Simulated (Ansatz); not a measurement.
Working through a search for the barrier of an atomic hop of Ca, space group I4/mmm

Program: the Python package of Ansatz (0.2.0).

Run as a notebook:

In [1]:
```python
import warnings

import ansatz as az
import numpy as np
```

In [2]:
```python
SCF_TOL = 1e-09
XC = "PBEsol"
ECUT = 470
FILLING = "fermi_dirac"
SIGMA = 0.1
```

In [3]:
```python
warnings.simplefilter("ignore", az.DeckWarning)
```

In [4]:
```python
cell = (
    az.Lattice.of((-2.205205, 2.205205, 2.196115), (2.205205, -2.205205, 2.196115), (2.205205, 2.205205, -2.196115))
    .atom("Ca", (0.5, 0.5, 0.0))
)
start = cell.supercell(2).vacancy("Ca", at=(0.5, 0.5, 0.0)).resolved()
empty = np.array((0.25, 0.25, 0.0))
# the nearest atom of the same element hops into the empty site
cell = np.array(start.lattice.vectors)
apart = np.array([site.position for site in start.sites]) - empty
apart -= np.round(apart)
distance = [np.linalg.norm(d @ cell) if site.symbol == "Ca" else np.inf for d, site in zip(apart, start.sites)]
hopper = int(np.argmin(distance))
end = start.move(hopper, to=np.array(start.sites[hopper].position) - apart[hopper])
print(f"atom {hopper} (Ca) hops {distance[hopper]:.3f} A")
```
```text
atom 0 (Ca) hops 3.814 A
```

In [5]:
```python
calc = (
    start.calculation()
    .scf(tolerance=SCF_TOL)
    .functional(XC)
    .kpoints(2)
    .basis(ECUT)
    .occupations(FILLING, width=SIGMA)
    .neb(to=end, images=5, force_tolerance=0.1, max_iterations=30, relax_end_points=True, initial_path="idpp")
)
steps = []
```

In [6]:
```python
def follow(event):
    if event["event"] != "neb_iteration":
        return
    row = event["data"]
    steps.append(row)
    print(f"round {row['iteration']:2d}  largest force on the band {row['band_force_max_ev_ang']:.3f} eV/A")


out = calc.session().plan(threads=1).execute(on_event=follow)
summary = out.report
```
```text
round  1  largest force on the band 0.431 eV/A
round  2  largest force on the band 0.139 eV/A
round  3  largest force on the band 0.042 eV/A
```

In [7]:
```python
summary["kweights"]
```
Out [7]:
```text
[0.125, 0.125, 0.125, 0.125, 0.125, 0.125, 0.125, 0.125]
```

In [8]:
```python
band = out.neb_path()
energy = np.array([image.lagrangian_ev for image in band.images])
```

In [9]:
```python
print("image  path (A)  dE (eV)")
for number, image in enumerate(band.images):
    mark = "  <- climbing" if number == band.climbing_image else ""
    print(f"{number:4d} {image.path_coordinate_ang:9.3f} {image.lagrangian_ev - energy[0]:9.4f}{mark}")
print(f"barrier forwards {energy.max() - energy[0]:.3f} eV, backwards {energy.max() - energy[-1]:.3f} eV")
# a rate with a guessed attempt frequency of 10 THz
for kelvin in (300, 600, 900):
    print(f"{kelvin} K: {1e13 * np.exp(-(energy.max() - energy[0]) / (8.617333e-5 * kelvin)):.2e} hops a second")
```
```text
image  path (A)  dE (eV)
   0     0.000    0.0000
   1     0.629    0.0176
   2     1.257    0.0743
   3     1.887    0.1044  <- climbing
   4     2.514    0.0742
   5     3.141    0.0177
   6     3.768   -0.0000
barrier forwards 0.104 eV, backwards 0.104 eV
300 K: 1.76e+11 hops a second
600 K: 1.33e+12 hops a second
900 K: 2.60e+12 hops a second
```

Caveats:
- For a metal this mesh is far too coarse, so the numbers only illustrate the procedure.
- Within a few hundredths of an angstrom the cell has the higher group Im-3m; the lower one is a small distortion.
- This isn't the structure that Ca takes at ambient conditions.
- Gaps and levels are Kohn-Sham values on a finite set of k-points.
- The cell is small and the mesh coarse, so the barrier is a rough value for a high concentration of the moving defect.
- Wall time of the script: 18 min on 1 thread of Arm Neoverse N1, on a shared host, peak memory 0.98 GiB.
